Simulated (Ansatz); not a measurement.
Born–Oppenheimer molecular dynamics of a periodic cell of 23 atoms, Na7Fe4O12 (host Na2FeO3, host structure C2/m, one Na atom removed), cell charge -1. It goes on from the last frame of an earlier run, with new velocities.

These are results of Ansatz 0.2.0, DFT LDA, scalar-relativistic, plane waves, PAW, not measurements. Settings: cutoff 420 eV, k mesh 2x2x2, fermi-dirac smearing 0.05 eV, spin collinear.

* ensemble: NVT, Langevin thermostat
* time step: 1 fs
* steps asked: 270
* set temperature: 910 K
* friction: 0.01 /fs
* seed: 925336

Frames 2 fs apart, positions in Å, forces in eV/Å.

Velocities at 60 fs (Å/ps):

```
Na -7.87 9.76 -1.53
Na -1.63 7.70 -0.38
Na -12.21 -4.52 0.40
Fe -1.84 6.30 -3.96
Fe 6.46 -0.18 -0.21
O -0.65 -5.73 3.22
O 2.87 7.65 -6.80
O -2.09 -4.53 -9.82
O 4.94 -1.63 -4.72
O -0.38 -0.19 -5.58
O -5.40 3.54 0.59
Na 3.85 2.42 -12.12
Na 11.73 -2.53 -5.80
Na 3.08 -7.12 1.01
Na 2.50 7.10 -5.42
Fe -2.26 -2.50 -2.89
Fe 0.35 1.79 2.78
O -11.62 -10.65 3.89
O -3.82 -1.09 5.97
O 12.68 -6.31 3.12
O -10.73 2.43 5.94
O 9.99 -4.10 -9.61
O -8.35 -2.64 -5.70
```

```xyz
23
Lattice="0.8406 4.6435 5.4199 0.8406 -4.6435 5.4199 5.3488 0.0000 0.0000" Properties=species:S:1:pos:R:3:forces:R:3 time_fs=60 energy_less_start_eV=0.199 T=872
Na 4.626 0.038 2.599 0.09 -0.30 -0.06
Na 3.886 1.574 5.310 -0.11 -0.46 0.30
Na 3.924 -1.521 5.144 -0.07 -0.12 0.53
Fe 1.956 1.460 2.714 0.46 1.79 -0.44
Fe 2.062 -1.498 2.571 -1.83 -0.18 0.53
O 1.330 -0.078 1.566 0.30 0.62 0.77
O 2.556 0.056 3.727 0.31 -1.09 -0.46
O 5.708 -1.710 3.683 -0.33 -0.43 -0.26
O 5.652 1.726 3.669 -0.21 0.27 0.09
O 4.452 -2.765 7.271 -0.01 -1.16 -1.61
O 4.370 2.895 6.976 1.41 -0.02 0.43
Na 1.279 0.048 5.601 -0.23 -0.29 0.07
Na 3.085 -0.080 8.063 -0.88 0.15 0.68
Na 1.060 -3.350 4.995 0.51 0.20 0.49
Na 0.888 3.052 5.394 0.47 0.35 0.12
Fe 5.490 1.569 8.072 0.27 0.69 -0.83
Fe 5.518 -1.627 8.092 -0.01 0.79 -0.10
O 4.691 -0.110 6.803 1.71 0.51 0.43
O 6.110 0.058 8.853 -0.02 -0.39 0.72
O 2.919 2.647 3.797 -0.17 0.96 -0.37
O 3.022 -2.805 3.573 -0.02 0.00 -0.01
O 1.825 1.869 7.125 -0.39 -0.63 -0.70
O 1.941 -1.706 7.188 -1.24 -1.24 -0.31
23
Lattice="0.8406 4.6435 5.4199 0.8406 -4.6435 5.4199 5.3488 0.0000 0.0000" Properties=species:S:1:pos:R:3:forces:R:3 time_fs=62 energy_less_start_eV=0.251 T=825
Na 4.613 0.057 2.597 0.17 -0.42 -0.06
Na 3.882 1.585 5.311 -0.04 -0.58 0.43
Na 3.900 -1.532 5.146 0.03 -0.10 0.53
Fe 1.954 1.472 2.706 0.61 1.59 -0.43
Fe 2.073 -1.498 2.571 -2.24 -0.17 0.51
O 1.329 -0.091 1.571 0.29 0.74 0.67
O 2.562 0.069 3.713 0.29 -1.20 -0.38
O 5.705 -1.719 3.661 -0.38 -0.44 -0.16
O 5.663 1.723 3.658 -0.26 0.33 0.22
O 4.455 -2.768 7.257 -0.05 -0.98 -1.47
O 4.361 2.901 6.977 1.64 -0.12 0.37
Na 1.284 0.054 5.577 -0.31 -0.29 0.14
Na 3.106 -0.084 8.051 -1.26 0.13 0.89
Na 1.069 -3.361 4.999 0.46 0.28 0.45
Na 0.895 3.068 5.381 0.47 0.29 0.15
Fe 5.486 1.564 8.065 0.38 0.74 -0.65
Fe 5.519 -1.622 8.099 -0.19 0.59 -0.31
O 4.671 -0.130 6.813 2.12 0.58 0.20
O 6.100 0.055 8.868 -0.01 -0.35 0.58
O 2.945 2.636 3.805 -0.34 1.13 -0.64
O 2.999 -2.799 3.585 0.22 -0.06 -0.17
O 1.841 1.860 7.106 -0.52 -0.61 -0.61
O 1.925 -1.715 7.177 -1.08 -1.08 -0.24
23
Lattice="0.8406 4.6435 5.4199 0.8406 -4.6435 5.4199 5.3488 0.0000 0.0000" Properties=species:S:1:pos:R:3:forces:R:3 time_fs=64 energy_less_start_eV=0.326 T=773
Na 4.604 0.075 2.594 0.23 -0.53 -0.07
Na 3.876 1.591 5.313 0.02 -0.66 0.54
Na 3.877 -1.542 5.152 0.13 -0.09 0.54
Fe 1.954 1.485 2.697 0.73 1.34 -0.43
Fe 2.081 -1.499 2.571 -2.55 -0.16 0.46
O 1.329 -0.102 1.576 0.27 0.85 0.56
O 2.568 0.077 3.696 0.26 -1.25 -0.29
O 5.704 -1.726 3.640 -0.42 -0.46 -0.08
O 5.671 1.718 3.643 -0.29 0.39 0.40
O 4.461 -2.773 7.239 -0.10 -0.79 -1.29
O 4.356 2.906 6.980 1.82 -0.22 0.28
Na 1.289 0.061 5.554 -0.38 -0.29 0.18
Na 3.127 -0.089 8.040 -1.69 0.13 1.15
Na 1.080 -3.368 5.003 0.40 0.34 0.42
Na 0.900 3.083 5.369 0.46 0.24 0.18
Fe 5.482 1.559 8.058 0.45 0.78 -0.49
Fe 5.519 -1.617 8.105 -0.34 0.39 -0.53
O 4.653 -0.148 6.825 2.57 0.62 -0.08
O 6.088 0.050 8.883 0.02 -0.28 0.45
O 2.967 2.630 3.812 -0.48 1.24 -0.91
O 2.978 -2.792 3.595 0.42 -0.15 -0.30
O 1.854 1.847 7.084 -0.61 -0.56 -0.48
O 1.909 -1.730 7.167 -0.91 -0.88 -0.22
23
Lattice="0.8406 4.6435 5.4199 0.8406 -4.6435 5.4199 5.3488 0.0000 0.0000" Properties=species:S:1:pos:R:3:forces:R:3 time_fs=66 energy_less_start_eV=0.395 T=740
Na 4.595 0.087 2.591 0.28 -0.60 -0.09
Na 3.868 1.594 5.316 0.08 -0.72 0.65
Na 3.854 -1.552 5.157 0.23 -0.08 0.55
Fe 1.955 1.499 2.688 0.81 1.07 -0.44
Fe 2.086 -1.499 2.571 -2.75 -0.12 0.37
O 1.328 -0.111 1.582 0.25 0.92 0.44
O 2.576 0.082 3.677 0.22 -1.27 -0.16
O 5.707 -1.729 3.619 -0.47 -0.51 0.00
O 5.678 1.717 3.625 -0.31 0.40 0.62
O 4.466 -2.780 7.221 -0.16 -0.56 -1.07
O 4.355 2.911 6.981 1.92 -0.32 0.26
Na 1.294 0.068 5.529 -0.44 -0.29 0.22
Na 3.142 -0.093 8.033 -2.06 0.14 1.38
Na 1.093 -3.374 5.006 0.34 0.39 0.39
Na 0.904 3.097 5.357 0.44 0.18 0.20
Fe 5.480 1.554 8.052 0.50 0.78 -0.38
Fe 5.519 -1.611 8.112 -0.50 0.15 -0.77
O 4.641 -0.164 6.837 2.93 0.66 -0.34
O 6.075 0.040 8.899 0.07 -0.16 0.33
O 2.986 2.627 3.818 -0.59 1.31 -1.17
O 2.958 -2.785 3.606 0.60 -0.24 -0.41
O 1.864 1.834 7.061 -0.67 -0.51 -0.34
O 1.889 -1.748 7.158 -0.71 -0.63 -0.23
23
Lattice="0.8406 4.6435 5.4199 0.8406 -4.6435 5.4199 5.3488 0.0000 0.0000" Properties=species:S:1:pos:R:3:forces:R:3 time_fs=68 energy_less_start_eV=0.418 T=699
Na 4.587 0.096 2.588 0.34 -0.66 -0.11
Na 3.864 1.594 5.317 0.11 -0.74 0.71
Na 3.834 -1.560 5.161 0.31 -0.07 0.56
Fe 1.956 1.514 2.678 0.87 0.73 -0.42
Fe 2.089 -1.499 2.571 -2.85 -0.08 0.26
O 1.327 -0.113 1.589 0.25 0.94 0.32
O 2.584 0.083 3.658 0.18 -1.21 -0.05
O 5.712 -1.735 3.598 -0.52 -0.53 0.07
O 5.682 1.718 3.609 -0.32 0.38 0.86
O 4.469 -2.786 7.201 -0.23 -0.36 -0.87
O 4.359 2.912 6.982 1.94 -0.41 0.26
Na 1.300 0.074 5.505 -0.49 -0.29 0.24
Na 3.150 -0.093 8.030 -2.30 0.14 1.49
Na 1.108 -3.379 5.011 0.27 0.42 0.38
Na 0.910 3.112 5.344 0.42 0.14 0.22
Fe 5.479 1.550 8.044 0.55 0.74 -0.25
Fe 5.518 -1.607 8.118 -0.66 -0.01 -0.98
O 4.639 -0.179 6.851 3.13 0.70 -0.49
O 6.062 0.027 8.921 0.12 -0.01 0.18
O 3.003 2.631 3.822 -0.69 1.32 -1.36
O 2.938 -2.779 3.615 0.75 -0.31 -0.50
O 1.872 1.819 7.039 -0.71 -0.45 -0.22
O 1.862 -1.771 7.151 -0.46 -0.33 -0.30
23
Lattice="0.8406 4.6435 5.4199 0.8406 -4.6435 5.4199 5.3488 0.0000 0.0000" Properties=species:S:1:pos:R:3:forces:R:3 time_fs=70 energy_less_start_eV=0.428 T=733
Na 4.579 0.104 2.585 0.39 -0.72 -0.13
Na 3.861 1.596 5.320 0.13 -0.75 0.74
Na 3.818 -1.569 5.167 0.38 -0.07 0.55
Fe 1.956 1.529 2.669 0.91 0.36 -0.35
Fe 2.091 -1.498 2.572 -2.88 -0.08 0.10
O 1.327 -0.116 1.593 0.24 0.95 0.22
O 2.592 0.080 3.641 0.12 -1.10 0.05
O 5.715 -1.742 3.579 -0.54 -0.53 0.13
O 5.681 1.721 3.594 -0.27 0.30 1.11
O 4.473 -2.792 7.183 -0.31 -0.20 -0.69
O 4.367 2.910 6.982 1.88 -0.47 0.30
Na 1.303 0.081 5.481 -0.53 -0.29 0.25
Na 3.152 -0.091 8.028 -2.43 0.15 1.53
Na 1.125 -3.385 5.015 0.19 0.45 0.37
Na 0.918 3.127 5.332 0.40 0.09 0.24
Fe 5.477 1.546 8.034 0.61 0.69 -0.13
Fe 5.517 -1.605 8.125 -0.83 -0.13 -1.16
O 4.643 -0.194 6.865 3.19 0.74 -0.58
O 6.049 0.016 8.943 0.19 0.11 0.05
O 3.017 2.637 3.824 -0.79 1.29 -1.51
O 2.922 -2.775 3.619 0.87 -0.37 -0.55
O 1.877 1.803 7.018 -0.73 -0.38 -0.11
O 1.832 -1.795 7.147 -0.19 -0.04 -0.43
23
Lattice="0.8406 4.6435 5.4199 0.8406 -4.6435 5.4199 5.3488 0.0000 0.0000" Properties=species:S:1:pos:R:3:forces:R:3 time_fs=72 energy_less_start_eV=0.411 T=792
Na 4.574 0.113 2.584 0.44 -0.77 -0.17
Na 3.854 1.596 5.323 0.13 -0.73 0.74
Na 3.804 -1.583 5.175 0.44 -0.06 0.54
Fe 1.957 1.544 2.659 0.88 0.02 -0.26
Fe 2.091 -1.496 2.571 -2.80 -0.13 -0.07
O 1.325 -0.116 1.599 0.26 0.95 0.11
O 2.604 0.074 3.621 0.03 -0.97 0.17
O 5.720 -1.748 3.556 -0.57 -0.54 0.22
O 5.676 1.724 3.581 -0.16 0.22 1.35
O 4.474 -2.797 7.168 -0.40 -0.06 -0.56
O 4.379 2.905 6.984 1.75 -0.51 0.37
Na 1.305 0.089 5.456 -0.55 -0.28 0.25
Na 3.147 -0.090 8.027 -2.44 0.16 1.47
Na 1.145 -3.388 5.020 0.12 0.46 0.36
Na 0.925 3.143 5.323 0.37 0.04 0.26
Fe 5.475 1.543 8.025 0.66 0.65 -0.03
Fe 5.516 -1.601 8.130 -1.00 -0.21 -1.28
O 4.652 -0.211 6.880 3.12 0.80 -0.58
O 6.035 0.006 8.967 0.28 0.20 -0.09
O 3.026 2.645 3.824 -0.86 1.24 -1.60
O 2.909 -2.773 3.622 0.95 -0.38 -0.61
O 1.880 1.790 6.994 -0.74 -0.33 0.00
O 1.798 -1.817 7.142 0.11 0.22 -0.57
23
Lattice="0.8406 4.6435 5.4199 0.8406 -4.6435 5.4199 5.3488 0.0000 0.0000" Properties=species:S:1:pos:R:3:forces:R:3 time_fs=74 energy_less_start_eV=0.383 T=754
Na 4.569 0.119 2.583 0.47 -0.81 -0.21
Na 3.849 1.595 5.326 0.13 -0.68 0.71
Na 3.789 -1.596 5.186 0.48 -0.05 0.52
Fe 1.958 1.559 2.651 0.86 -0.32 -0.18
Fe 2.090 -1.495 2.571 -2.66 -0.16 -0.26
O 1.326 -0.117 1.607 0.23 0.97 -0.04
O 2.615 0.067 3.601 -0.05 -0.82 0.32
O 5.721 -1.755 3.530 -0.58 -0.53 0.34
O 5.671 1.726 3.571 -0.07 0.15 1.56
O 4.470 -2.803 7.152 -0.44 0.06 -0.43
O 4.396 2.902 6.987 1.59 -0.56 0.40
Na 1.306 0.096 5.429 -0.58 -0.27 0.25
Na 3.138 -0.087 8.024 -2.35 0.17 1.35
Na 1.166 -3.388 5.024 0.04 0.47 0.35
Na 0.933 3.160 5.315 0.33 -0.02 0.27
Fe 5.473 1.540 8.015 0.69 0.60 0.04
Fe 5.516 -1.598 8.135 -1.19 -0.26 -1.36
O 4.667 -0.223 6.893 2.95 0.87 -0.52
O 6.022 -0.004 8.993 0.37 0.29 -0.23
O 3.034 2.655 3.820 -0.91 1.16 -1.63
O 2.897 -2.772 3.622 1.02 -0.41 -0.60
O 1.883 1.776 6.972 -0.73 -0.29 0.08
O 1.763 -1.837 7.136 0.41 0.45 -0.73
23
Lattice="0.8406 4.6435 5.4199 0.8406 -4.6435 5.4199 5.3488 0.0000 0.0000" Properties=species:S:1:pos:R:3:forces:R:3 time_fs=76 energy_less_start_eV=0.331 T=724
Na 4.566 0.125 2.583 0.52 -0.84 -0.26
Na 3.844 1.592 5.331 0.11 -0.60 0.66
Na 3.777 -1.606 5.200 0.51 -0.07 0.47
Fe 1.961 1.573 2.643 0.78 -0.66 -0.12
Fe 2.087 -1.495 2.571 -2.52 -0.18 -0.45
O 1.332 -0.115 1.616 0.17 0.96 -0.18
O 2.626 0.060 3.582 -0.13 -0.68 0.50
O 5.721 -1.766 3.506 -0.60 -0.49 0.47
O 5.664 1.728 3.561 0.06 0.08 1.75
O 4.463 -2.810 7.136 -0.47 0.21 -0.29
O 4.411 2.898 6.994 1.44 -0.61 0.40
Na 1.305 0.101 5.404 -0.60 -0.25 0.24
Na 3.126 -0.085 8.021 -2.12 0.16 1.15
Na 1.184 -3.385 5.027 -0.04 0.45 0.35
Na 0.939 3.175 5.309 0.30 -0.07 0.28
Fe 5.469 1.538 8.007 0.74 0.55 0.06
Fe 5.516 -1.596 8.137 -1.35 -0.29 -1.38
O 4.691 -0.230 6.901 2.59 0.94 -0.37
O 6.012 -0.014 9.018 0.44 0.33 -0.36
O 3.041 2.665 3.815 -0.95 1.08 -1.62
O 2.884 -2.773 3.621 1.11 -0.43 -0.57
O 1.883 1.763 6.950 -0.71 -0.24 0.15
O 1.731 -1.859 7.129 0.70 0.66 -0.89
```

Of the whole run (270 fs, mean temperature of the second half 760 K): The mean temperature of the second half is 16 % below the set value. A run of 0.27 ps of so small a system gives no equilibrium averages. No Hubbard correction was used and the magnetic state wasn't searched. Limits of this set-up: coarse k mesh, a small cell, in which the defect meets its images, charged cell in a uniform background, uncorrected.

Run time: 37 min on 4 threads of Intel(R) Xeon(R) Platinum 8488C (Sapphire Rapids), on a shared host, peak memory 1.3 GiB.
